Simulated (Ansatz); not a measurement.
CH2BClF2, SMILES FBC(F)Cl, a rigid torsion scan

Program: the Ansatz DFT code, driven from Python.

At the Python prompt:
```pycon
>>> import warnings
>>> import ansatz as az
>>> from ase import Atoms
>>> BASIS = "def2-SVP"
>>> XC = "PBE"
>>> FORCE_TOL = 0.02
>>> warnings.simplefilter("ignore", az.DeckWarning)
>>> atoms = Atoms(["F", "B", "C", "F", "Cl", "H", "H"], positions=[
...     (-1.9691, 0.452, 0.2649),
...     (-0.5892, 0.5679, 0.4285),
...     (0.3274, -0.4902, -0.2875),
...     (1.1551, -1.1629, 0.6841),
...     (1.4832, 0.3379, -1.389),
...     (-0.1206, 1.4374, 1.1033),
...     (-0.2256, -1.2101, -0.8501),
... ])
>>> first = (
...     az.Crystal.molecule_from_ase(atoms).calculation()
...     .basis(gaussian=BASIS)
...     .functional(XC)
...     .relax(force_tolerance=FORCE_TOL, max_steps=80)
... )
>>> atoms.positions = first.run().report["positions_ang"]
>>> start = atoms.get_dihedral(3, 2, 1, 0)
>>> energies = {}
>>> for turn in range(0, 360, 30):
...     turned = atoms.copy()
...     turned.set_dihedral(3, 2, 1, 0, start + turn, indices=[0, 1, 5])
...     calculation = (
...         az.Crystal.molecule_from_ase(turned).calculation()
...         .basis(gaussian=BASIS)
...         .functional(XC)
...     )
...     energies[round((start + turn) % 360)] = calculation.run().report["free_energy_ev"]
...
>>> floor = min(energies.values())
>>> print("dihedral F3-C2-B1-F0 (deg)   E - E(min) (kcal/mol)")
dihedral F3-C2-B1-F0 (deg)   E - E(min) (kcal/mol)
>>> for angle, e in sorted(energies.items()):
...     print(f"{angle:8d} {23.060548 * (e - floor):14.3f}  " + "#" * int(30 * (e - floor) / max(max(energies.values()) - floor, 1e-9)))
...
      28          0.793  #
      58          7.227  #########
      88         18.479  #######################
     118         23.164  ##############################
     148         14.258  ##################
     178          3.817  ####
     208          0.000
     238          3.486  ####
     268         11.324  ##############
     298         14.911  ###################
     328          8.841  ###########
     358          1.642  ##
```

The scan is rigid and the energies are electronic, in a modest basis. With rigid groups the curve can differ much from the relaxed path, the start wasn't checked as a minimum of this torsion, and equivalent turns needn't return to the same energy. Timing: 56 s on 1 thread of Arm Neoverse V1, with other jobs on the host, peak memory 0.22 GiB.
